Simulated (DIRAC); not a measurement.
# singlet [GaNH3]+: FS-CCSD/dyall-cv2z (Levy-Leblond, active particles 8, kind ea, uncontracted yes, window high 2.01 Eh)

Wanted: attachment energies of singlet [GaNH3]+. 

The calculation is run with DIRAC 26.1 (patched).

8 further runs of the same task are left out: 8 set aside as unsound or not needed.

**1. Starting point**

The species is [GaNH3]+ (5 atoms), meant as a singlet with charge +1. SMILES of the parent species: `[NH2][GaH]`. Geometry: relaxed at PBE0-D4/def2-TZVP, symmetrised. This is one conformer, not always the lowest. That shape belongs to the parent species and isn't relaxed for this state.

Bond lengths: N1–Ga2 1.825 Å, N1–H3 1.008 Å, N1–H4 1.006 Å, Ga2–H5 1.594 Å. Angles: N1–Ga2–H5 116.9°, Ga2–N1–H3 123.8°, Ga2–N1–H4 124.3°, H3–N1–H4 111.9°.

**2. Attachment energies at FS-CCSD/dyall-cv2z (Levy-Leblond, active particles 8, kind ea, uncontracted yes, window high 2.01 Eh)**

File GaH3N.mol:

```
INTGRL
GaH3N
dyall-cv2z
C   3  1           A
        7.    1
N        -0.82660378     -1.20079510     -0.27486926
LARGE BASIS dyall.cv2z
       31.    1
Ga        0.20071640      0.26614057      0.07751497
LARGE BASIS dyall.cv2z
        1.    3
H1       -1.56182198     -1.21795292     -0.96433348
H2       -0.72954205     -2.08625673      0.19204902
H3       -0.10615787      1.58095034     -0.77003429
LARGE BASIS dyall.cv2z
FINISH
```

File scf.inp:

```
**DIRAC
.WAVE FUNCTION
**HAMILTONIAN
.LEVY-LEBLOND
**INTEGRALS
*READIN
.UNCONTRACT
**WAVE FUNCTION
.SCF
.RELCCSD
*SCF
.CLOSED SHELL
 40
**MOLTRA
.ACTIVE
energy -2.501 2.01 0.001
**RELCC
.FOCKSP
*CCFSPC
.MAXIT
120
.DOEA
.NACTP
4 4
*END OF
```

Launch:

```console
pam --inp=scf.inp --mol=GaH3N.mol --noarch --mw=163 --aw=368
```

Q: Predict the results. Wanted: total energy; HOMO energy; LUMO energy; HOMO–LUMO gap; lowest attachment energy, E(N+1) − E(N).

Answer, from the run:

At FS-CCSD/dyall-cv2z (Levy-Leblond, active particles 8, kind ea, uncontracted yes, window high 2.01 Eh), 10 core orbitals frozen:

```
                               quantity           value
                           total energy  -1979.41447 Eh
    HOMO energy (Hartree–Fock orbitals)       -16.56 eV
    LUMO energy (Hartree–Fock orbitals)        -7.02 eV
  HOMO–LUMO gap (Hartree–Fock orbitals)         9.55 eV
lowest attachment energy, E(N+1) − E(N)        -7.69 eV
```
